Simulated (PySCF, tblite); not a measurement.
# C4H10NOSi2 radical: geometry, infrared bands and EPR parameters

What infrared bands and EPR parameters should C4H10NOSi2 radical (`C#C[Si](NC)[SiH2]OC`) show?

Computed with tblite 0.8.0 and PySCF 2.14.0, with density-fitted response routines of our own, on a single molecule in the gas phase. Atoms count from 0, in the outputs and in this text.

**1. Starting geometry**

18 atoms, charge 0, multiplicity 2; geometry from: force field or distance geometry start.

Bonds of the start (Å): C0–C1 1.21, C1–Si2 1.83, Si2–N3 1.80, N3–C4 1.47, Si2–Si5 2.21, Si5–O6 1.72, O6–C7 1.40, C0–H8 1.07, N3–H9 1.02, C4–H10 1.12, C4–H11 1.11, C4–H12 1.10, Si5–H13 1.48, Si5–H14 1.49, C7–H15 1.11, C7–H16 1.08, C7–H17 1.13.

**2. Relaxing the molecule with GFN2-xTB**

Job settings and geometry (Å):

```
{"job": {"kind": "relax", "xc": "GFN2-xTB", "basis": "xTB"}, "charge": 0, "multiplicity": 2}
C     -0.541600     3.439200    -0.065100
C     -0.716500     2.267300     0.184300
Si    -0.948600     0.504300     0.610000
N     -2.135200    -0.140300    -0.585400
C     -2.793000    -1.300900     0.022400
Si     0.921600    -0.648400     0.372400
O      2.336000     0.284300     0.663400
C      3.345900    -0.314600    -0.104300
H     -0.419600     4.480200    -0.289000
H     -2.786500     0.561500    -0.948300
H     -3.038100    -1.994800    -0.815600
H     -3.705000    -0.946100     0.536600
H     -2.147200    -1.795600     0.764900
H      1.056500    -1.264100    -0.966900
H      0.851700    -1.758000     1.358100
H      3.288200     0.207000    -1.082000
H      4.335100    -0.175800     0.318100
H      3.087600    -1.398900    -0.314400
```

Command:

```
OMP_NUM_THREADS=1 python probes_run.py task.json out
```

One launch serves the whole session: the jobs run in the order shown.

The log of the run:

```text
step      E/eV     max force
  0    -653.04363    2.248
  1    -653.26397    1.470
  2    -653.35673    3.260
  3    -653.43854    2.478
  4    -653.51753    1.104
  5    -653.59061    0.704
  6    -653.67044    1.178
  7    -653.72857    0.995
  8    -653.78134    0.473
  9    -653.82057    0.424
 10    -653.84578    0.450
 11    -653.86182    0.471
 12    -653.88031    0.463
 13    -653.90115    0.380
 14    -653.91910    0.278
 15    -653.93110    0.273
 16    -653.94143    0.271
 17    -653.95223    0.246
 18    -653.96270    0.277
 19    -653.97258    0.291
 20    -653.98201    0.276
 21    -653.99151    0.297
 22    -654.00140    0.286
 23    -654.01282    0.263
 24    -654.02590    0.325
 25    -654.03846    0.370
 26    -654.04871    0.338
 27    -654.05798    0.241
 28    -654.06705    0.217
 29    -654.07350    0.169
 30    -654.07701    0.127
 31    -654.07950    0.104
 32    -654.08222    0.170
 33    -654.08539    0.255
 34    -654.08860    0.183
 35    -654.09121    0.105
 36    -654.09223    0.099
 37    -654.09409    0.203
 38    -654.09609    0.221
 39    -654.09872    0.165
 40    -654.10088    0.095
 41    -654.10246    0.079
 42    -654.10397    0.098
 43    -654.10521    0.092
 44    -654.10636    0.092
 45    -654.10752    0.083
 46    -654.10886    0.089
 47    -654.11056    0.108
 48    -654.11280    0.128
 49    -654.11546    0.156
 50    -654.11812    0.130
 51    -654.12045    0.104
 52    -654.12246    0.125
 53    -654.12430    0.145
 54    -654.12575    0.127
 55    -654.12694    0.084
 56    -654.12788    0.081
 57    -654.12907    0.117
 58    -654.13059    0.155
 59    -654.13316    0.160
 60    -654.13550    0.095
 61    -654.13700    0.103
 62    -654.13795    0.084
 63    -654.13893    0.089
 64    -654.14009    0.103
 65    -654.14120    0.072
 66    -654.14211    0.076
 67    -654.14323    0.086
 68    -654.14477    0.124
 69    -654.14665    0.133
 70    -654.14840    0.085
 71    -654.15001    0.083
 72    -654.15183    0.100
 73    -654.15401    0.131
 74    -654.15529    0.183
 75    -654.15800    0.125
 76    -654.15999    0.115
 77    -654.16278    0.152
 78    -654.16528    0.192
 79    -654.16833    0.160
 80    -654.17155    0.143
 81    -654.17369    0.121
 82    -654.17479    0.148
 83    -654.17611    0.112
 84    -654.17711    0.083
 85    -654.17779    0.081
 86    -654.17840    0.081
 87    -654.17913    0.055
 88    -654.17979    0.044
 89    -654.18030    0.051
 90    -654.18072    0.057
 91    -654.18118    0.049
 92    -654.18166    0.051
 93    -654.18214    0.054
 94    -654.18264    0.052
 95    -654.18324    0.063
 96    -654.18379    0.055
 97    -654.18425    0.047
 98    -654.18454    0.040
 99    -654.18478    0.042
100    -654.18504    0.037
101    -654.18540    0.047
102    -654.18576    0.052
103    -654.18605    0.035
104    -654.18625    0.029
105    -654.18641    0.037
106    -654.18654    0.026
107    -654.18665    0.080
108    -654.18678    0.031
109    -654.18692    0.053
110    -654.18712    0.052
111    -654.18730    0.041
112    -654.18758    0.041
113    -654.18782    0.037
114    -654.18801    0.040
115    -654.18815    0.027
116    -654.18831    0.024
117    -654.18847    0.029
118    -654.18864    0.035
119    -654.18884    0.036
120    -654.18912    0.042
121    -654.18950    0.048
122    -654.18994    0.053
123    -654.19040    0.077
124    -654.19090    0.060
125    -654.19150    0.067
126    -654.19215    0.057
127    -654.19264    0.058
128    -654.19298    0.073
129    -654.19324    0.047
130    -654.19349    0.036
131    -654.19369    0.034
132    -654.19380    0.043
133    -654.19394    0.032
134    -654.19401    0.019
135    -654.19405    0.017
136    -654.19408    0.018
137    -654.19412    0.017
138    -654.19417    0.016
139    -654.19421    0.014
140    -654.19424    0.010
```

Run time: 1 s. Hardware: 1 thread of Arm Neoverse V2, shared host.

Relaxation path: (not every step is listed)

```csv
step,energy from step 0 (eV),largest force (eV/Å)
0,0.0000,2.2482
1,-0.2203,1.4696
2,-0.3131,3.2604
3,-0.3949,2.4779
4,-0.4739,1.1044
5,-0.5470,0.7042
6,-0.6268,1.1777
7,-0.6849,0.9948
8,-0.7377,0.4728
20,-0.9384,0.2757
32,-1.0386,0.1695
44,-1.0627,0.0916
56,-1.0842,0.0808
68,-1.1011,0.1245
80,-1.1279,0.1429
92,-1.1380,0.0514
104,-1.1426,0.0287
116,-1.1447,0.0245
128,-1.1494,0.0734
135,-1.1504,0.0171
136,-1.1504,0.0182
137,-1.1505,0.0170
138,-1.1505,0.0162
139,-1.1506,0.0142
140,-1.1506,0.0099
```

Distances of close pairs at the start and the end, largest changes first:

```csv
bond,before (Å),after (Å),change (Å)
Si5–O6,1.719,1.629,-0.090
Si2–N3,1.803,1.735,-0.069
Si2–Si5,2.210,2.274,+0.064
C7–H17,1.134,1.094,-0.040
N3–C4,1.466,1.437,-0.029
C1–Si2,1.828,1.854,+0.026
C4–H10,1.115,1.093,-0.022
C0–H8,1.072,1.053,-0.019
```

The next job starts from the end point, and lists it.

**3. Harmonic vibrations with GFN2-xTB**

Job settings and geometry (Å):

```
{"job": {"kind": "ir", "xc": "GFN2-xTB", "basis": "xTB"}, "charge": 0, "multiplicity": 2}
C     -0.666072     3.533286    -0.398116
C     -0.743519     2.355556    -0.148595
Si    -0.722801     0.607223     0.468304
N     -2.284704     0.067828    -0.060316
C     -2.821881    -1.237419     0.210024
Si     0.853294    -0.842070    -0.297708
O      2.102129     0.001793     0.320106
C      3.441357    -0.346686     0.250792
H     -0.622959     4.551642    -0.662188
H     -3.008914     0.753810    -0.203843
H     -3.459726    -1.563990    -0.615720
H     -3.417016    -1.263125     1.130682
H     -2.002886    -1.947127     0.311818
H      1.147469    -1.187371    -1.705570
H      0.779983    -2.170460     0.351538
H      3.779726    -0.398298    -0.787872
H      4.022288     0.411586     0.777084
H      3.615471    -1.319864     0.718748
```

The log of the run:

```text
mode    cm-1     km/mol
  1      34.7      0.03
  2      59.2      0.28
  3      74.9      0.13
  4      96.4      1.49
  5     105.0      0.16
  6     112.1      0.99
  7     122.5      0.81
  8     145.6      1.03
  9     164.3      1.87
 10     236.8     10.42
 11     261.1     14.83
 12     279.2      4.74
 13     312.6      9.87
 14     393.7     40.93
 15     478.1     18.72
 16     497.9     58.32
 17     609.4     62.99
 18     638.2     31.87
 19     676.1     13.48
 20     693.3     57.27
 21     734.8    531.74
 22     760.7     58.78
 23     789.4     82.80
 24     873.7    309.66
 25    1061.3     20.53
 26    1105.9      2.97
 27    1140.1    161.20
 28    1141.9      4.58
 29    1160.6    123.07
 30    1161.9     43.01
 31    1359.4     43.32
 32    1424.4      1.47
 33    1425.9      1.08
 34    1491.1      0.53
 35    1493.6      3.88
 36    1498.1      0.74
 37    1506.2      2.87
 38    2050.0    430.45
 39    2111.8    201.59
 40    2151.1      8.59
 41    2897.4     69.69
 42    2935.5     49.16
 43    2951.1     60.39
 44    2955.6     68.35
 45    2990.9     36.20
 46    3022.4     27.37
 47    3340.5      0.72
 48    3458.0      3.77
```

It took 0.65 s on 1 thread of Arm Neoverse V2, shared host.

Which atoms move in the most intense modes:

```csv
cm⁻¹,km/mol,atoms
735,531.7,"H14 39 %, H13 35 %, Si5 19 %"
789,82.8,"Si2 37 %, N3 30 %, C4 10 %"
874,309.7,"H14 48 %, H13 47 %"
1140,161.2,"O6 37 %, C7 35 %, H16 12 %"
1161,123.1,"H16 31 %, O6 26 %, C7 20 %"
2050,430.4,"H14 52 %, H13 44 %"
2112,201.6,"H13 53 %, H14 45 %"
2897,69.7,H11 87 %
```

**4. EPR parameters: B3LYP/pcH-1**

Settings changed since step 3:

```diff
@@ -1,2 +1,2 @@
-{"job": {"kind": "ir", "xc": "GFN2-xTB", "basis": "xTB"}, "charge": 0, "multiplicity": 2}
+{"job": {"kind": "epr", "basis": "pcH-1"}, "charge": 0, "multiplicity": 2}
 C     -0.666072     3.533286    -0.398116
```

With the program's defaults for keys left out, this is: UKS B3LYP, pcH-1 on C H N O Si, non-relativistic, mean-field spin-orbit, GIAO.

The log of the run:

```text
UKS, coarse grid
  cycle   1  E = -867.23038665  |g| = 6.38e-01
  cycle   2  E = -866.92813504  |g| = 1.08e+00
  cycle   3  E = -867.38315020  |g| = 1.20e-01
  cycle   4  E = -867.38780580  |g| = 5.37e-02
  cycle   5  E = -867.38891560  |g| = 2.88e-02
  cycle   6  E = -867.38930988  |g| = 9.35e-03
  cycle   7  E = -867.38935517  |g| = 1.81e-03
  cycle   8  E = -867.38935627  |g| = 1.03e-03
  cycle   9  E = -867.38935731  |g| = 5.06e-04
UKS, final grid
  cycle   1  E = -867.38927963  |g| = 8.42e-04
  cycle   2  E = -867.38927884  |g| = 1.60e-03
  cycle   3  E = -867.38927995  |g| = 1.19e-04
  cycle   4  E = -867.38927996  |g| = 5.94e-05
  cycle   5  E = -867.38927996  |g| = 3.68e-05
  cycle   6  E = -867.38927997  |g| = 1.45e-05
E = -867.38927997 Eh   <S^2> = 0.7542 (exact 0.7500)
g shifts (ppm)      1          2          3
  rmc          -166       -166       -166
  gc             21         47         49
  oz_so        -286        -45       1409
  total        -431       -165       1292
hyperfine (MHz)  atom isotope    a_iso     a_fc   dipolar eigenvalues
    0   13C      11.01      11.06     -7.91     -7.68     15.58
    1   13C      28.84      28.83     -6.52     -0.92      7.45
    2  29Si    -448.69    -449.48   -119.24     57.29     61.95
    3   14N       9.30       9.27    -11.53    -11.18     22.71
    4   13C      -5.42      -5.42     -0.97     -0.39      1.36
    5  29Si    -138.77    -138.96    -26.68     11.60     15.09
    6   17O       3.76       3.76     -2.00      0.67      1.33
    7   13C       0.77       0.77     -0.25     -0.02      0.27
    8    1H      -7.32      -7.31     -4.40     -0.68      5.08
    9    1H     -15.94     -15.98    -13.43     -3.54     16.97
   10    1H      13.22      13.22     -2.05     -1.88      3.93
   11    1H      19.46      19.46     -2.29     -1.53      3.82
   12    1H       0.84       0.83     -2.23     -1.62      3.85
   13    1H      51.18      51.18     -2.67     -0.41      3.08
   14    1H      -7.08      -7.08     -2.40     -1.20      3.60
   15    1H       2.19       2.19     -0.80     -0.49      1.29
   16    1H       1.33       1.33     -0.69     -0.57      1.26
   17    1H       0.19       0.20     -0.79     -0.51      1.30
```

It took 2.1 min on 1 thread of Arm Neoverse V2, shared host; peak memory 1.1 GiB.

Principal g values 2.00189, 2.00215, 2.00361; g(iso) = 2.00255, against 2.00232 for a free electron.

Hyperfine couplings; where a row names several nuclei, a(iso) is their mean (it holds for fast rotation or exchange) and the dipolar term the largest among them:

```csv
nuclei,isotope,a(iso) (MHz),"a(iso) (G, at g = 2.0023)",largest dipolar term (MHz)
Si2,29Si,-448.7,-160.1,-119.2
Si5,29Si,-138.8,-49.5,-26.7
C1,13C,28.8,10.3,7.4
"H13, H14",1H,22.0,7.9,3.6
H9,1H,-15.9,-5.7,17.0
"H10, H11, H12",1H,11.2,4.0,3.9
C0,13C,11.0,3.9,15.6
N3,14N,9.3,3.3,22.7
H8,1H,-7.3,-2.6,5.1
C4,13C,-5.4,-1.9,1.4
O6,17O,3.8,1.3,-2.0
"H15, H16, H17",1H,1.2,0.4,1.3
C7,13C,0.8,0.3,0.3
```

Mulliken spin populations:

C0 0.10; C1 -0.05; Si2 0.66; N3 0.19; C4 -0.01; Si5 0.09; O6 0.00; C7 0.00; H8 0.00; H9 -0.01; H10 0.00; H11 0.01; H12 0.00; H13 0.03; H14 0.00; H15 0.00; H16 0.00; H17 0.00

In first order the couplings over 0.8 MHz of 1H, 14N give 576 distinct lines over 44.0 G, if the averaged nuclei exchange fast; the same motion can average rows kept apart here too.

Orbitals, density, ELF and potential are computed afterwards from the orbital file.

ELF in a plane through or near 9 of the atoms.

Ten even steps from ' ' (0.00) to '@' (1.00):
```
                                                        
                                                        
                            ==##++..                    
                          ++@@@@@@%%                    
                        ..++%%@@@@**::..                
                      ..==****%%--##++::                
                      ..--**%%--**##++::                
                        ..++##--****..                  
        ..--::  ::**++..  ::==----..::%%@@@@++          
        ..****--**%%%%==--@@==  --%%--@@@@##..          
        ..++----**####....##@@====##--**==              
        ..**%%++....::..==::++    ..++..==++::          
        ..##%%--    %%@@@@@@==  %%@@@@******--          
                  ..@@@@@@@@==  ##@@@@--....            
                    **@@@@##..    ::..                  
                                                        
                                                        
                                                        
                                                        
                                                        
```
The map spans 13.2 Å across and 14.3 Å up, centred on the molecule. Atoms in the plane (x, y in Å): C0 (0.8, 3.5), C1 (0.8, 2.3), N3 (2.3, 0.0), C4 (2.8, -1.4), C7 (-3.5, -0.2), H8 (0.8, 4.6), H9 (3.0, 0.6), H12 (1.9, -2.1), H14 (-0.9, -2.2).

On the surface of density 0.002 e/bohr³ the electrostatic potential runs, from the 1st to the 99th percentile, from -1.26 V near O6 to 1.45 V near H9.

The spin density lies nearest to Si2 51 %; N3 17 %; Si5 9 %; C0 7 %.

**5. Results**

```
                                                                  quantity                    value
                                 strongest single infrared mode (GFN2-xTB)     735 cm⁻¹, 532 km/mol
                                              zero-point energy (GFN2-xTB)            81.5 kcal/mol
                                                            g(iso) (B3LYP)                  2.00255
                                                                      ⟨S²⟩       0.754 (exact 0.75)
                                        largest a(iso) (averaged by class)  29Si on Si2, -448.7 MHz
potential on the surface of density 0.002 e/bohr³, 1st and 99th percentile       -1.26 V and 1.45 V
```

**Reading.** The optimisation took 140 steps and gained 1.151 eV; among the close pairs (by a distance rule), Si5–O6 changed most, from 1.719 to 1.629 Å. All 48 modes are real, so the xTB geometry is a minimum. The strongest single mode, at 735 cm⁻¹, moves mainly H14 and H13. GFN2-xTB is a fitted tight-binding method: band positions and strengths are rough. Its intensities can rank the bands wrongly. Most of the unpaired spin sits on Si2 (0.66 e). The isotropic g lies 0.2 ppt above the free-electron value. These values are for one conformer; the search (at its own cheap level) found 2 more, at 0.00, 7.26 kcal/mol (those within 0.05 may be mirror or relabelled copies), and measured spectra average over such forms.
